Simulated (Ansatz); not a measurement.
The system is HgF3.

```
CELL_PARAMETERS angstrom
0.00000 2.86317 2.86317
2.86317 0.00000 2.86317
2.86317 2.86317 0.00000
ATOMIC_POSITIONS crystal
Hg 0.00000 0.00000 0.00000
F 0.50000 0.50000 0.50000
F 0.75000 0.75000 0.75000
F 0.25000 0.25000 0.25000
```

The cell comes from a database or a generator and needn't be the stable form of this composition.

Base run:

```yaml
Program: Ansatz 0.2.0
Functional: PBE
Potentials_or_basis: Ansatz PAW
Cutoff: "420 eV (not typed: the program's choice for these potentials)"
k_mesh: 8 × 8 × 8
Occupations: gaussian, width 0.02 eV
Spin: no spin polarisation
```

Its results: band gap on the k mesh none (metal or under the smearing width); pressure 1.1 GPa.

Question: The run is repeated on the same cell with these changes: functional from PBE to RPBE; occupations from gaussian, width 0.02 eV to gaussian, width 0.1 eV. What comes out?

Answer: Band gap on the k mesh none (metal or under the smearing width); pressure 6.8 GPa.

Caveats: an odd number of electrons without spin polarisation forces a metal; a magnetic or distorted state may lie lower; the PAW data sets come from PBE, with cores solved anew for the run's functional, which leaves a small shift of forces and pressure (some runs).
